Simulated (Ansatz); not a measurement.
# P: the cost of one run

Computed with Ansatz 0.2.0 (DFT PBE+D3(BJ), scalar-relativistic, plane waves, PAW, unless a step's input says otherwise).

That is the level of the relaxation; later steps name their own.

3 further runs of the same task are left out: 1 for a known fault of the program, 2 set aside as unsound or not needed.

## 1. The system as given

It takes space group Cmce (No. 64, orthorhombic). Conventional cell: a = 3.323 Å, b = 10.195 Å, c = 4.165 Å, α = 90.00°, β = 90.00°, γ = 90.00°. P (site symmetry m) is surrounded by 3 P at 2.23 to 2.25 Å.

As a file:

```
CELL_PARAMETERS angstrom
1.66141 -5.09728 0.00000
1.66141 5.09728 0.00000
0.00000 0.00000 4.16484
ATOMIC_POSITIONS crystal
P 0.89363 0.10637 0.07189
P 0.60637 0.39363 0.57189
P 0.10637 0.89363 0.92811
P 0.39363 0.60637 0.42811
```

It is the result of an earlier relaxation at this level (volume 17.64 Å³/atom; gap on the mesh: none (metal)).

## 2. Levels with PBE+D3(BJ), 250 eV and coarse mesh

Input file input.yaml:

```yaml
crystal:
  lattice:
    - [1.6614146995, -5.0972767908, 0.0]
    - [1.6614146995, 5.0972767908, 0.0]
    - [0.0, 0.0, 4.1648374845]
  atoms:
    - { symbol: P, position: [0.8936276163, 0.1063723837, 0.0718894424] }
    - { symbol: P, position: [0.6063723837, 0.3936276163, 0.5718894424] }
    - { symbol: P, position: [0.1063723837, 0.8936276163, 0.9281105576] }
    - { symbol: P, position: [0.3936276163, 0.6063723837, 0.4281105576] }
basis:
  ecutwfc: 250
kpoints:
  mp_grid: { grid: [4, 4, 4] }
  band_path:
    path:
      - [0.0, 0.0, 0.0]
      - [-0.5, 0.5, 0.0]
      - [-0.2765594863, 0.7234405137, 0.0]
      - [0.2765594863, 0.2765594863, 0.0]
      - [0.0, 0.0, 0.5]
      - [0.2765594863, 0.2765594863, 0.5]
      - [-0.2765594863, 0.7234405137, 0.5]
      - [-0.5, 0.5, 0.5]
      - [0.0, 0.5, 0.0]
      - [0.0, 0.5, 0.5]
      - [0.35714286, -0.42857143, 0.0]
      - [0.14285714, -0.5, 0.0]
    npoints: 1
hamiltonian:
  xc: pbe
  dispersion: d3bj
scf:
  occupations: { method: gaussian, width: 0.1 }
  n_extra_bands: 5
output:
  forces: true
  stress: true
  eigenvalues: true
```

Command:

```sh
$ ansatz run input.yaml --threads 4 --pin off --max-ram 10240MiB --backend cpu --events-out ev --progress --plain --runs-dir out
```

What time and memory should one allow on 4 threads of Intel Xeon at 2.50GHz (Skylake/Cascade Lake), shared host?

About 1.4 s, with a peak of 0.3 GiB.
